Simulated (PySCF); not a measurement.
# GaO−: bond curves at several levels of theory

Aim: find the lowest electronic state of GaO−, scan its bond at several levels of theory, and get bond length, wavenumber and dissociation energy from each curve.

The runs use PySCF 2.14.0; Ga aug-cc-pVDZ-PP with ECP10, O aug-cc-pVDZ, scalar-relativistic core potentials.

2 further runs of the same task are left out: 2 set aside as unsound or not needed.

### 1 Input

Settings of the job:

```
atoms                         : Ga, O
charge                        : -1
basis                         : Ga aug-cc-pVDZ-PP with ECP10, O aug-cc-pVDZ
Hamiltonian                   : scalar-relativistic core potentials
basis functions               : 55
electrons treated             : 30
masses in u                   : 68.9256, 15.9949
levels                        : PBE0, PBE, r²SCAN, M06-L, TPSS, BP86, MP2, SCS-MP2, CCSD, CCSD(T)
grid                          : 80 radial by 434 angular points
occupations                   : held fixed by the projection of orbital angular momentum
dissociation limit            : Ga + O−, each in its ground configuration
starting distance in angstrom : 1.905
values of 2S to try           : 0, 2
```

Started as:

```sh
> OMP_NUM_THREADS=1 python dia.py task.json out
```

After the search, every level is run at each distance in turn; below they are sorted by level.

### 2 Search for the lowest state

Unrestricted PBE0 solutions at 1.905 Å, counted from the lowest. The search isn't exhaustive.

```csv
2Ms+1,unpaired,term,E (eV),⟨S²⟩,⟨Lz²⟩,μ (D)
1,none,¹Σ⁺,0.00,0.00,0.00,-4.41
```

1 of 10 solutions are listed, lowest first. Solutions whose top level lies above zero are left out, so the zero of the table need not be the lowest of all.

A term symbol stands only where ⟨S²⟩ and ⟨Lz²⟩ are near those of a pure state. A positive dipole points from Ga to O; in an ion it is taken about the centre of mass and does not tell which atom is negative.

The most promising solutions are followed along the bond (rough minima from three points):

| 2Ms+1 | unpaired | R at minimum (Å) | energy at minimum (eV) |
| --- | --- | --- | --- |
| 1 | none | 1.73 | 0.00 |

The search made 11 SCF attempts at the starting distance; with the short scans it took 14 s of wall time (1 thread of Arm Neoverse N1, shared host).

### 3 First curve: PBE0

State followed: ¹Σ⁺ (singlet), closed shell. The scan is laid around 1.731 Å.

The SCF at the reference distance, 1.731 Å, printed:

```text
******** <class 'pyscf.dft.uks_symm.SymAdaptedUKS'> ********
method = SymAdaptedUKS
initial guess = minao
damping factor = 0
level_shift factor = 0
DIIS = <class 'pyscf.scf.diis.CDIIS'>
diis_start_cycle = 1
diis_space = 10
diis_damp = 0
SCF conv_tol = 1e-09
SCF conv_tol_grad = None
SCF max_cycles = 60
direct_scf = False
max_memory 909 MB (current use 299 MB)
number electrons alpha = 15  beta = 15
XC library pyscf.dft.libxc version 7.0.0
    S. Lehtola, C. Steigemann, M. J.T. Oliveira, and M. A.L. Marques.,  SoftwareX 7, 1–5 (2018)
XC functionals = PBE0
    C. Adamo and V. Barone.,  J. Chem. Phys. 110, 6158 (1999)
    M. Ernzerhof and G. E. Scuseria.,  J. Chem. Phys. 110, 5029 (1999)
small_rho_cutoff = 0
Overwritten attributes  get_k get_jk get_occ get_hcore get_j  of <class 'pyscf.dft.uks_symm.SymAdaptedUKS'>
<class 'pyscf.dft.uks_symm.SymAdaptedUKS'> does not have attributes  refdm
Set gradient conv threshold to 3.16228e-05
init E= -334.642116256479
cycle= 1 E= -334.636728681054  delta_E= 0.00539  |g|= 0.0129  |ddm|= 0.0484
cycle= 2 E= -334.636167558125  delta_E= 0.000561  |g|= 0.0379  |ddm|= 0.0521
cycle= 3 E= -334.636788498892  delta_E= -0.000621  |g|= 0.00367  |ddm|= 0.0408
cycle= 4 E= -334.636795364266  delta_E= -6.87e-06  |g|= 0.000357  |ddm|= 0.00393
cycle= 5 E= -334.636795429412  delta_E= -6.51e-08  |g|= 5.43e-05  |ddm|= 0.000759
cycle= 6 E= -334.636795431363  delta_E= -1.95e-09  |g|= 1.24e-05  |ddm|= 0.000158
cycle= 7 E= -334.636795431451  delta_E= -8.87e-11  |g|= 1.27e-06  |ddm|= 2.09e-05
Extra cycle  E= -334.636795431445  delta_E= 6.82e-12  |g|= 4.38e-06  |ddm|= 6.08e-06
converged SCF energy = -334.636795431445  <S^2> = -2.8421709e-14  2S+1 = 1
```

The curve and what changes along it:

| R (Å) | E (eV) | μ (D) | Mulliken charge of Ga (e) | Mayer bond order | ⟨S²⟩ | HOMO (eV) | LUMO (eV) |
| --- | --- | --- | --- | --- | --- | --- | --- |
| 1.4887 | 1.3144 | -1.42 | 0.18 | 1.08 | 0.00 | -0.31 | 3.14 |
| 1.5579 | 0.5768 | -1.93 | 0.13 | 1.19 | 0.00 | -0.41 | 3.13 |
| 1.6271 | 0.1763 | -2.44 | 0.10 | 1.28 | 0.00 | -0.50 | 3.12 |
| 1.6791 | 0.0367 | -2.82 | 0.08 | 1.34 | 0.00 | -0.55 | 3.11 |
| 1.7310 | 0.0000 | -3.19 | 0.06 | 1.39 | 0.00 | -0.60 | 3.10 |
| 1.7829 | 0.0418 | -3.56 | 0.05 | 1.42 | 0.00 | -0.63 | 3.08 |
| 1.8522 | 0.1875 | -4.05 | 0.04 | 1.47 | 0.00 | -0.65 | 3.05 |
| 1.9387 | 0.4675 | -4.64 | 0.03 | 1.51 | 0.00 | -0.66 | 3.01 |
| 2.0426 | 0.8882 | -5.33 | 0.03 | 1.54 | 0.00 | -0.51 | 2.95 |
| 2.1811 | 1.5103 | -6.19 | 0.03 | 1.56 | 0.00 | -0.29 | 2.85 |

The fit gives Re = 1.727 Å, ωe = 787 cm⁻¹, ωexe = 3.46 cm⁻¹, αe = 0.00292 cm⁻¹, Be = 0.4354 cm⁻¹, De = 4.99 eV, μ = -3.16 D.

Orbitals nearest the gap at 1.731 Å:

```
spin  orbital  ε (eV)  filled                         made of
both        δ  -16.22     yes                      Ga d 100 %
both        π  -16.05     yes                      Ga d 100 %
both        π  -16.05     yes                      Ga d 100 %
both        σ  -15.29     yes             Ga d 74 %, O s 25 %
both        σ   -4.18     yes             Ga s 58 %, O p 38 %
both        π   -1.23     yes             O p 86 %, Ga p 12 %
both        π   -1.23     yes             O p 86 %, Ga p 12 %
both        σ   -0.60     yes  O p 38 %, Ga s 36 %, Ga p 24 %
both        π    3.10      no                       Ga p 99 %
both        π    3.10      no                       Ga p 99 %
both        σ    3.11      no             Ga p 80 %, O s 18 %
```

Polarisability there: 93.3 bohr³ along the bond, 72.5 across it.

### 4 Orbitals, density and potential

The fields below are evaluated on a grid from the run's orbitals.

Frontier orbitals at PBE0, with the share of their density that lies nearest to each atom:

```csv
orbital,energy (eV),lies on
HOMO,-0.60,Ga1 57 %; O2 43 %
LUMO,3.10,Ga1 73 %; O2 27 %
```

ELF in a plane through or near 2 of the atoms.

Values, 10 rows by 14 columns:
```
0.01 0.06 0.21 0.29 0.26 0.17 0.08 0.05 0.04 0.04 0.02 0.00 0.00 0.00
0.15 0.48 0.78 0.81 0.67 0.45 0.19 0.12 0.14 0.15 0.09 0.04 0.01 0.00
0.47 0.82 0.93 0.90 0.71 0.48 0.24 0.24 0.31 0.31 0.22 0.11 0.02 0.00
0.80 0.96 0.96 0.87 0.44 0.20 0.21 0.42 0.65 0.67 0.51 0.28 0.05 0.01
0.91 0.98 0.95 0.73 0.29 0.69 0.32 0.45 0.72 0.79 0.79 0.48 0.10 0.02
0.92 0.98 0.95 0.67 0.45 0.38 0.51 0.45 0.55 0.50 0.83 0.53 0.11 0.02
0.87 0.97 0.96 0.82 0.21 0.28 0.15 0.45 0.79 0.82 0.68 0.39 0.08 0.01
0.67 0.91 0.96 0.90 0.65 0.42 0.28 0.34 0.46 0.46 0.35 0.18 0.04 0.01
0.35 0.73 0.90 0.89 0.72 0.48 0.22 0.19 0.24 0.25 0.17 0.08 0.01 0.00
0.05 0.21 0.51 0.60 0.50 0.32 0.14 0.09 0.09 0.08 0.04 0.02 0.00 0.00
```
The map spans 6.9 Å across and 5.2 Å up, centred on the molecule. Atoms in the plane (x, y in Å): Ga1 (-0.9, 0.0), O2 (0.9, 0.0).

log10 of the density (e/Å³) in the same plane.

Values, 10 rows by 14 columns:
```
-3.2 -3.0 -2.7 -2.6 -2.5 -2.5 -2.6 -2.6 -2.7 -2.8 -3.0 -3.2 -3.6 -3.9
-2.8 -2.5 -2.2 -2.0 -1.8 -1.8 -1.9 -2.0 -2.1 -2.2 -2.4 -2.7 -3.1 -3.5
-2.5 -2.2 -1.8 -1.5 -1.3 -1.3 -1.4 -1.4 -1.4 -1.5 -1.8 -2.3 -2.8 -3.2
-2.3 -1.9 -1.4 -1.0 -0.6 -0.5 -0.7 -0.7 -0.5 -0.5 -1.1 -1.6 -2.4 -3.0
-2.1 -1.7 -1.1 -0.6  0.4  1.3  0.5 -0.1  0.6  0.6 -0.4 -1.2 -2.1 -2.8
-2.1 -1.7 -1.0 -0.6  0.8  1.7  1.0  0.1  1.4  1.4 -0.2 -1.1 -2.1 -2.8
-2.2 -1.8 -1.2 -0.8 -0.2  0.3 -0.2 -0.4  0.1  0.1 -0.7 -1.4 -2.3 -2.9
-2.4 -2.1 -1.6 -1.3 -1.0 -0.9 -1.0 -1.0 -1.0 -1.0 -1.4 -1.9 -2.6 -3.1
-2.6 -2.3 -1.9 -1.7 -1.5 -1.5 -1.5 -1.6 -1.6 -1.7 -2.0 -2.4 -2.9 -3.3
-3.0 -2.7 -2.4 -2.3 -2.2 -2.1 -2.2 -2.3 -2.4 -2.5 -2.7 -3.0 -3.3 -3.7
```
The map spans 6.9 Å across and 5.2 Å up, centred on the molecule. Atoms in the plane (x, y in Å): Ga1 (-0.9, 0.0), O2 (0.9, 0.0).

On the surface of density 0.002 e/bohr³ the electrostatic potential runs, from the 1st to the 99th percentile, from -6.91 V near O2 to -4.33 V near Ga1.

Core electrons inside the core potentials are missing from the density.

### 5 PBE (GGA)

Log of the SCF at 1.731 Å:

```text
[... 13 set-up lines left out, the same as in an earlier log ...]
max_memory 909 MB (current use 349 MB)
[... 3 set-up lines left out, the same as in an earlier log ...]
XC functionals = PBE
    J. P. Perdew, K. Burke, and M. Ernzerhof.,  Phys. Rev. Lett. 77, 3865 (1996)
    J. P. Perdew, K. Burke, and M. Ernzerhof.,  Phys. Rev. Lett. 78, 1396 (1997)
    J. P. Perdew, K. Burke, and M. Ernzerhof.,  Phys. Rev. Lett. 77, 3865 (1996)
    J. P. Perdew, K. Burke, and M. Ernzerhof.,  Phys. Rev. Lett. 78, 1396 (1997)
[... 2 set-up lines left out, the same as in an earlier log ...]
init E= -334.693465639768
cycle= 1 E= -334.685890521882  delta_E= 0.00758  |g|= 0.142  |ddm|= 0.292
cycle= 2 E= -334.531023568768  delta_E= 0.155  |g|= 0.591  |ddm|= 0.784
cycle= 3 E= -334.694917886596  delta_E= -0.164  |g|= 0.0474  |ddm|= 0.603
cycle= 4 E= -334.6962552204  delta_E= -0.00134  |g|= 0.00794  |ddm|= 0.0706
cycle= 5 E= -334.696282158948  delta_E= -2.69e-05  |g|= 0.00395  |ddm|= 0.0111
cycle= 6 E= -334.696290337239  delta_E= -8.18e-06  |g|= 0.000262  |ddm|= 0.00486
cycle= 7 E= -334.696290365448  delta_E= -2.82e-08  |g|= 0.000148  |ddm|= 0.000624
cycle= 8 E= -334.696290376115  delta_E= -1.07e-08  |g|= 1.34e-05  |ddm|= 0.000158
cycle= 9 E= -334.696290376199  delta_E= -8.41e-11  |g|= 2.98e-06  |ddm|= 1.75e-05
Extra cycle  E= -334.696290376072  delta_E= 1.26e-10  |g|= 1.68e-05  |ddm|= 1.96e-05
converged SCF energy = -334.696290376072  <S^2> = -3.5527137e-14  2S+1 = 1
```

Re = 1.756 Å, ωe = 726 cm⁻¹, ωexe = 3.50 cm⁻¹, αe = 0.00304 cm⁻¹, Be = 0.4209 cm⁻¹, De = 5.30 eV, μ = -2.96 D. 14 s of CPU time for 12 points, integrals apart.

### 6 r²SCAN

Output of the SCF at 1.731 Å:

```text
[... 17 set-up lines left out, the same as in an earlier log ...]
XC functionals = R2SCAN
    J. W. Furness, A. D. Kaplan, J. Ning, J. P. Perdew, and J. Sun.,  J. Phys. Chem. Lett. 11, 8208-8215 (2020)
    J. W. Furness, A. D. Kaplan, J. Ning, J. P. Perdew, and J. Sun.,  J. Phys. Chem. Lett. 11, 9248-9248 (2020)
    J. W. Furness, A. D. Kaplan, J. Ning, J. P. Perdew, and J. Sun.,  J. Phys. Chem. Lett. 11, 8208-8215 (2020)
    J. W. Furness, A. D. Kaplan, J. Ning, J. P. Perdew, and J. Sun.,  J. Phys. Chem. Lett. 11, 9248-9248 (2020)
[... 2 set-up lines left out, the same as in an earlier log ...]
init E= -334.617957848447
cycle= 1 E= -334.618071433339  delta_E= -0.000114  |g|= 0.0489  |ddm|= 0.18
cycle= 2 E= -334.597909925937  delta_E= 0.0202  |g|= 0.212  |ddm|= 0.281
cycle= 3 E= -334.61931600725  delta_E= -0.0214  |g|= 0.0134  |ddm|= 0.214
cycle= 4 E= -334.619428776885  delta_E= -0.000113  |g|= 0.00128  |ddm|= 0.0199
cycle= 5 E= -334.619429592575  delta_E= -8.16e-07  |g|= 0.000609  |ddm|= 0.00386
cycle= 6 E= -334.619429803373  delta_E= -2.11e-07  |g|= 2.37e-05  |ddm|= 0.00101
cycle= 7 E= -334.619429804238  delta_E= -8.65e-10  |g|= 1.6e-05  |ddm|= 0.000276
Extra cycle  E= -334.619429801847  delta_E= 2.39e-09  |g|= 7.4e-05  |ddm|= 0.000148
converged SCF energy = -334.619429801847  <S^2> = -3.0198066e-14  2S+1 = 1
```

Re = 1.729 Å, ωe = 778 cm⁻¹, ωexe = 3.54 cm⁻¹, αe = 0.00297 cm⁻¹, Be = 0.4342 cm⁻¹, De = 5.25 eV, μ = -2.87 D. 18 s of CPU time for 12 points, integrals apart.

### 7 M06-L (meta-GGA)

Log of the SCF at 1.731 Å:

```text
[... 13 set-up lines left out, the same as in an earlier log ...]
max_memory 909 MB (current use 350 MB)
[... 3 set-up lines left out, the same as in an earlier log ...]
XC functionals = M06L
    Y. Zhao and D. G. Truhlar.,  J. Chem. Phys. 125, 194101 (2006)
    Y. Zhao and D. G. Truhlar.,  J. Chem. Phys. 125, 194101 (2006)
    Y. Zhao and D. G. Truhlar.,  Theor. Chem. Acc. 120, 215 (2008)
[... 2 set-up lines left out, the same as in an earlier log ...]
init E= -334.785349085525
cycle= 1 E= -334.788613573513  delta_E= -0.00326  |g|= 0.0201  |ddm|= 0.776
cycle= 2 E= -334.787444199664  delta_E= 0.00117  |g|= 0.0555  |ddm|= 0.147
cycle= 3 E= -334.788541042669  delta_E= -0.0011  |g|= 0.0234  |ddm|= 0.0801
cycle= 4 E= -334.788829182649  delta_E= -0.000288  |g|= 0.00205  |ddm|= 0.0331
cycle= 5 E= -334.788831881971  delta_E= -2.7e-06  |g|= 0.000953  |ddm|= 0.0151
cycle= 6 E= -334.78883274637  delta_E= -8.64e-07  |g|= 0.000203  |ddm|= 0.00451
cycle= 7 E= -334.788832776707  delta_E= -3.03e-08  |g|= 4.88e-05  |ddm|= 0.00103
cycle= 8 E= -334.788832778247  delta_E= -1.54e-09  |g|= 1.18e-05  |ddm|= 0.00045
cycle= 9 E= -334.788832778339  delta_E= -9.2e-11  |g|= 2.78e-06  |ddm|= 6.08e-05
Extra cycle  E= -334.788832778253  delta_E= 8.59e-11  |g|= 1.4e-05  |ddm|= 2.08e-05
converged SCF energy = -334.788832778253  <S^2> = -2.6645353e-14  2S+1 = 1
```

Re = 1.737 Å, ωe = 764 cm⁻¹, ωexe = 3.69 cm⁻¹, αe = 0.00305 cm⁻¹, Be = 0.4303 cm⁻¹, De = 5.27 eV, μ = -2.52 D.

### 8 TPSS (meta-GGA)

The SCF at the reference distance, 1.731 Å, printed:

```text
[... 17 set-up lines left out, the same as in an earlier log ...]
XC functionals = TPSS
    J. Tao, J. P. Perdew, V. N. Staroverov, and G. E. Scuseria.,  Phys. Rev. Lett. 91, 146401 (2003)
    J. P. Perdew, J. Tao, V. N. Staroverov, and G. E. Scuseria.,  J. Chem. Phys. 120, 6898 (2004)
    J. Tao, J. P. Perdew, V. N. Staroverov, and G. E. Scuseria.,  Phys. Rev. Lett. 91, 146401 (2003)
    J. P. Perdew, J. Tao, V. N. Staroverov, and G. E. Scuseria.,  J. Chem. Phys. 120, 6898 (2004)
[... 2 set-up lines left out, the same as in an earlier log ...]
init E= -334.70242169634
cycle= 1 E= -334.700613727131  delta_E= 0.00181  |g|= 0.082  |ddm|= 0.218
cycle= 2 E= -334.642211702855  delta_E= 0.0584  |g|= 0.36  |ddm|= 0.472
cycle= 3 E= -334.703923739039  delta_E= -0.0617  |g|= 0.0266  |ddm|= 0.364
cycle= 4 E= -334.704358295598  delta_E= -0.000435  |g|= 0.003  |ddm|= 0.0412
cycle= 5 E= -334.704362228778  delta_E= -3.93e-06  |g|= 0.00161  |ddm|= 0.00913
cycle= 6 E= -334.704363680339  delta_E= -1.45e-06  |g|= 0.000123  |ddm|= 0.00221
cycle= 7 E= -334.704363685809  delta_E= -5.47e-09  |g|= 6.16e-05  |ddm|= 0.0002
cycle= 8 E= -334.704363687749  delta_E= -1.94e-09  |g|= 1.19e-06  |ddm|= 7.04e-05
cycle= 9 E= -334.704363687749  delta_E= -1.71e-13  |g|= 2.14e-07  |ddm|= 3.95e-06
Extra cycle  E= -334.704363687748  delta_E= 1.19e-12  |g|= 1.03e-06  |ddm|= 1.51e-06
converged SCF energy = -334.704363687748  <S^2> = -2.6645353e-14  2S+1 = 1
```

Re = 1.748 Å, ωe = 745 cm⁻¹, ωexe = 3.48 cm⁻¹, αe = 0.00299 cm⁻¹, Be = 0.4250 cm⁻¹, De = 5.23 eV, μ = -2.87 D. 20 s of CPU time for 12 points, integrals apart.

### 9 BP86

The SCF at the reference distance, 1.731 Å, printed:

```text
[... 17 set-up lines left out, the same as in an earlier log ...]
XC functionals = B88,P86
    A. D. Becke.,  Phys. Rev. A 38, 3098 (1988)
    J. P. Perdew.,  Phys. Rev. B 33, 8822 (1986)
[... 2 set-up lines left out, the same as in an earlier log ...]
init E= -334.90339149259
cycle= 1 E= -334.895754483099  delta_E= 0.00764  |g|= 0.143  |ddm|= 0.341
cycle= 2 E= -334.73903598534  delta_E= 0.157  |g|= 0.595  |ddm|= 0.796
cycle= 3 E= -334.904884513444  delta_E= -0.166  |g|= 0.0483  |ddm|= 0.608
cycle= 4 E= -334.906266388647  delta_E= -0.00138  |g|= 0.00958  |ddm|= 0.0716
cycle= 5 E= -334.906310340854  delta_E= -4.4e-05  |g|= 0.0035  |ddm|= 0.0101
cycle= 6 E= -334.906316620576  delta_E= -6.28e-06  |g|= 0.000196  |ddm|= 0.00445
cycle= 7 E= -334.906316635414  delta_E= -1.48e-08  |g|= 0.000158  |ddm|= 0.00061
cycle= 8 E= -334.906316647738  delta_E= -1.23e-08  |g|= 1.26e-05  |ddm|= 0.000181
cycle= 9 E= -334.906316647811  delta_E= -7.3e-11  |g|= 2.18e-06  |ddm|= 1.75e-05
Extra cycle  E= -334.906316647749  delta_E= 6.22e-11  |g|= 1.2e-05  |ddm|= 1.38e-05
converged SCF energy = -334.906316647749  <S^2> = -2.6645353e-14  2S+1 = 1
```

Re = 1.756 Å, ωe = 727 cm⁻¹, ωexe = 3.49 cm⁻¹, αe = 0.00304 cm⁻¹, Be = 0.4210 cm⁻¹, De = 5.28 eV, μ = -2.96 D. 8.9 s of CPU time for 12 points, integrals apart.

### 10 MP2 and coupled cluster

Reference: RHF; core orbitals frozen: 5; virtual orbitals above 20 hartree dropped in coupled cluster: 1. MP2 keeps all virtuals, so it differs from the MP2 energy in the coupled-cluster log.

Output of the coupled-cluster run at 1.731 Å:

```text
******** <class 'pyscf.cc.ccsd.CCSD'> ********
CC2 = 0
CCSD nocc = 10, nmo = 49
frozen orbitals [0, 1, 2, 3, 4, 54]
max_cycle = 80
direct = 0
conv_tol = 1e-07
conv_tol_normt = 1e-05
diis_space = 8
diis_start_cycle = 0
diis_start_energy_diff = 1e+09
max_memory 909 MB (current use 351 MB)
Init t2, MP2 energy = -333.503294327222  E_corr(MP2) -0.317138070549132
Init E_corr(CCSD) = -0.31713807055262
cycle = 1  E_corr(CCSD) = -0.287876962064132  dE = 0.0292611085  norm(t1,t2) = 0.131501
cycle = 2  E_corr(CCSD) = -0.316399484491865  dE = -0.0285225224  norm(t1,t2) = 0.083865
cycle = 3  E_corr(CCSD) = -0.310080678303707  dE = 0.00631880619  norm(t1,t2) = 0.0841265
cycle = 4  E_corr(CCSD) = -0.310340372623814  dE = -0.00025969432  norm(t1,t2) = 0.0148758
cycle = 5  E_corr(CCSD) = -0.311449690465733  dE = -0.00110931784  norm(t1,t2) = 0.00873398
cycle = 6  E_corr(CCSD) = -0.311764174593303  dE = -0.000314484128  norm(t1,t2) = 0.00251858
cycle = 7  E_corr(CCSD) = -0.311615572626756  dE = 0.000148601967  norm(t1,t2) = 0.00149347
cycle = 8  E_corr(CCSD) = -0.311528507985666  dE = 8.70646411e-05  norm(t1,t2) = 0.000683664
cycle = 9  E_corr(CCSD) = -0.311523781016102  dE = 4.72696956e-06  norm(t1,t2) = 0.00023459
cycle = 10  E_corr(CCSD) = -0.311540196927157  dE = -1.64159111e-05  norm(t1,t2) = 0.00011395
cycle = 11  E_corr(CCSD) = -0.311532621029252  dE = 7.5758979e-06  norm(t1,t2) = 4.7199e-05
cycle = 12  E_corr(CCSD) = -0.311533704332405  dE = -1.08330315e-06  norm(t1,t2) = 2.26325e-05
cycle = 13  E_corr(CCSD) = -0.311534477127958  dE = -7.72795552e-07  norm(t1,t2) = 1.27294e-05
cycle = 14  E_corr(CCSD) = -0.31153449499757  dE = -1.78696129e-08  norm(t1,t2) = 5.47186e-06
CCSD converged
E(CCSD) = -333.4976907516706  E_corr = -0.3115344949975705
CCSD(T) correction = -0.0175776506553601
```

Correlation energy (eV) along the bond:

```csv
R (Å),MP2,SCS-MP2,CCSD,CCSD(T),T1
1.489,-8.241,-7.887,n/a,n/a,n/a
1.558,-8.337,-7.982,-8.290,-8.706,0.023
1.627,-8.448,-8.089,-8.361,-8.799,0.025
1.679,-8.537,-8.175,-8.418,-8.876,0.026
1.731,-8.631,-8.264,-8.477,-8.956,0.028
1.783,-8.727,-8.355,-8.537,-9.038,0.030
1.852,-8.858,-8.479,-8.618,-9.152,0.032
1.939,-9.022,-8.634,-8.718,-9.296,0.036
2.043,-9.213,-8.815,-8.834,-9.472,0.041
2.181,-9.437,-9.029,n/a,n/a,n/a
```

RHF-MP2: Re = 1.757 Å, ωe = 732 cm⁻¹, ωexe = 3.45 cm⁻¹, αe = 0.00305 cm⁻¹, Be = 0.4205 cm⁻¹, De = 5.79 eV.

RHF-SCS-MP2: Re = 1.754 Å, ωe = 742 cm⁻¹, ωexe = 3.49 cm⁻¹, αe = 0.00302 cm⁻¹, Be = 0.4223 cm⁻¹, De = 5.48 eV.

RHF-CCSD: Re = 1.732 Å, ωe = 791 cm⁻¹, ωexe = 3.43 cm⁻¹, αe = 0.00286 cm⁻¹, Be = 0.4327 cm⁻¹, De = 4.93 eV.

RHF-CCSD(T): Re = 1.747 Å, ωe = 752 cm⁻¹, ωexe = 3.76 cm⁻¹, αe = 0.00307 cm⁻¹, Be = 0.4253 cm⁻¹, De = 5.21 eV.

### 11 All curves

Energy (eV) from each level's lowest point:

```csv
R (Å),RHF-MP2,RHF-SCS-MP2,RHF-CCSD,RHF-CCSD(T),PBE,BP86,TPSS,r²SCAN,M06-L,PBE0
1.489,1.540,1.525,n/a,n/a,1.494,1.492,1.452,1.321,1.386,1.314
1.558,0.733,0.720,0.625,0.688,0.710,0.709,0.677,0.584,0.627,0.577
1.627,0.268,0.258,0.200,0.240,0.258,0.257,0.237,0.182,0.207,0.176
1.679,0.082,0.077,0.046,0.067,0.078,0.078,0.067,0.040,0.052,0.037
1.731,0.001,0.000,0.000,0.000,0.000,0.000,0.000,0.000,0.000,0.000
1.783,0.000,0.004,0.035,0.012,0.000,0.000,0.011,0.038,0.027,0.042
1.852,0.090,0.101,0.175,0.120,0.090,0.091,0.116,0.177,0.151,0.187
1.939,0.304,0.324,0.453,0.353,0.300,0.302,0.347,0.448,0.402,0.467
2.043,0.651,0.682,0.875,0.716,0.640,0.643,0.710,0.854,0.785,0.888
2.181,1.200,1.240,n/a,n/a,1.158,1.163,1.260,1.455,1.354,1.510
```

The whole job (state search and all levels along the bond) took 3 min on 1 thread of Arm Neoverse N1 (shared host), peak memory 0.69 GiB.

### 12 Constants by level of theory

Lowest PBE0 solution found, without spin–orbit coupling: ¹Σ⁺ (singlet), closed shell.

| level | Re (Å) | ωe (cm⁻¹) | De (eV) | μ (D) |
| --- | --- | --- | --- | --- |
| RHF-MP2 | 1.757 | 732 | 5.79 | n/a |
| RHF-SCS-MP2 | 1.754 | 742 | 5.48 | n/a |
| RHF-CCSD | 1.732 | 791 | 4.93 | n/a |
| RHF-CCSD(T) | 1.747 | 752 | 5.21 | n/a |
| PBE | 1.756 | 726 | 5.30 | -2.96 |
| BP86 | 1.756 | 727 | 5.28 | -2.96 |
| TPSS | 1.748 | 745 | 5.23 | -2.87 |
| r²SCAN | 1.729 | 778 | 5.25 | -2.87 |
| M06-L | 1.737 | 764 | 5.27 | -2.52 |
| PBE0 | 1.727 | 787 | 4.99 | -3.16 |

De is counted to Ga + O− in their ground configurations. A positive dipole points from Ga to O; in an ion it is taken about the centre of mass and does not tell which atom is negative.

Time per point (s) on 1 thread of Arm Neoverse N1, shared host (CPU time, shared integrals of 0.37 s apart; correlated levels include their reference; CCSD comes with the CCSD(T) run); the times are rough: RHF-MP2 0.19, RHF-SCS-MP2 0.19, RHF-CCSD(T) 4.8, PBE 1.2, BP86 0.74, TPSS 1.6, r²SCAN 1.5, M06-L 2.3, PBE0 1.7.

What this shows: The methods spread over 0.030 Å in bond length, from PBE0 to RHF-MP2. Among the levels with a De in the table, it runs from 4.93 eV (RHF-CCSD) to 5.79 eV (RHF-MP2).

Correlated steps freeze 5 core orbitals. T1 is 0.028 near the minimum (highest on the curve 0.041), which may point to more than one leading configuration. With some functionals the highest level of the anion is positive, from self-interaction error or because the anion is truly unbound there; the finite basis then holds the extra electron, and no neutral molecule was run to test the binding.
